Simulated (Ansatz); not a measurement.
**CH3ClF2MoOS: basis-set convergence**

How large a basis does CH3ClF2MoOS need? Two functionals are run in growing sets.

Computed with Ansatz 0.2.0, Gaussian basis. Level: one geometry, several basis sets.

The runs, in order: PBE0-D4/def2-SVP; ωB97M-V/def2-SVP; PBE0-D4/def2-QZVPP; ωB97M-V/def2-QZVPP; the functionals' def2-TZVPP values are taken from earlier runs.

### Step 1. Structure used throughout

An earlier PBE0-D4 in a triple-zeta def2 set relaxation fixed the geometry. Mo takes the def2 core potential; no spin-orbit term is included.

SMILES `C[O][Mo]([F])([F])(=[S])[Cl]`, 10 atoms, charge 0, spin multiplicity 1.

Atoms are counted from 1 here; the program's logs count them from 0.

Bond lengths: C1–O2 1.397 Å, C1–H8 1.096 Å, C1–H9 1.091 Å, C1–H10 1.094 Å, O2–Mo3 1.822 Å, Mo3–F4 1.855 Å, Mo3–F5 1.845 Å, Mo3–S6 2.073 Å, Mo3–Cl7 2.300 Å. Angles: O2–C1–H8 108.6°, O2–C1–H9 108.6°, O2–C1–H10 110.3°, H8–C1–H9 109.9°, H8–C1–H10 109.6°, H9–C1–H10 109.8°, C1–O2–Mo3 140.5°, O2–Mo3–F4 89.1°, O2–Mo3–F5 152.0°, O2–Mo3–S6 103.8°, O2–Mo3–Cl7 86.3°, F4–Mo3–F5 83.9°, F4–Mo3–S6 108.7°, F4–Mo3–Cl7 144.3°, F5–Mo3–S6 104.1°, F5–Mo3–Cl7 83.8°, S6–Mo3–Cl7 106.8°.

Coordinates:

```
C     0.44002   -1.67410    0.08528
O    -0.19201   -0.50486    0.51400
Mo   -0.44670    1.22478    0.00156
F    -1.97191    0.69921   -0.91482
F    -0.39671    2.57563   -1.25466
S    -1.01912    2.18003    1.74985
Cl    1.84587    1.36979   -0.11392
H     1.49868   -1.45438   -0.09465
H     0.34525   -2.42890    0.86786
H    -0.02036   -2.03840   -0.83749
```

### Step 2. PBE0-D4 in def2-SVP

Input file in.yaml:

```yaml
crystal:
  periodic: [false, false, false]
  atoms:
    - {symbol: C, position_ang: [0.440022, -1.674098, 0.085275]}
    - {symbol: O, position_ang: [-0.192013, -0.504855, 0.513998]}
    - {symbol: Mo, position_ang: [-0.446703, 1.224781, 0.001557]}
    - {symbol: F, position_ang: [-1.971912, 0.699211, -0.914816]}
    - {symbol: F, position_ang: [-0.396710, 2.575631, -1.254659]}
    - {symbol: S, position_ang: [-1.019123, 2.180026, 1.749845]}
    - {symbol: Cl, position_ang: [1.845875, 1.369793, -0.113923]}
    - {symbol: H, position_ang: [1.498679, -1.454378, -0.094646]}
    - {symbol: H, position_ang: [0.345247, -2.428905, 0.867865]}
    - {symbol: H, position_ang: [-0.020362, -2.038404, -0.837495]}
basis:
  gaussian: {orbitals: def2-SVP}
hamiltonian: {xc: pbe0, dispersion: d4}
output: {orbitals: {seedname: orbitals}}
```

Started as:

```sh
ansatz run in.yaml --threads 4 --pin off --events-out ev --progress --plain --max-ram 11315MiB
```

Further steps of the session: ωB97M-V in def2-SVP; PBE0-D4 in def2-QZVPP; ωB97M-V in def2-QZVPP.

Q: Predict the results of all the runs planned. Wanted: PBE0-D4: double and triple zeta above quadruple; ωB97M-V: double and triple zeta above quadruple.

As calculated:

| quantity | value |
| --- | --- |
| PBE0-D4: double and triple zeta above quadruple | 20.38, 1.28 eV |
| ωB97M-V: double and triple zeta above quadruple | 20.50, 1.23 eV |

**Reading.** PBE0-D4 gains 19.10 eV from double to triple zeta, then 1.28 eV more. Total energies overstate the basis error of differences, where much of it tends to cancel.
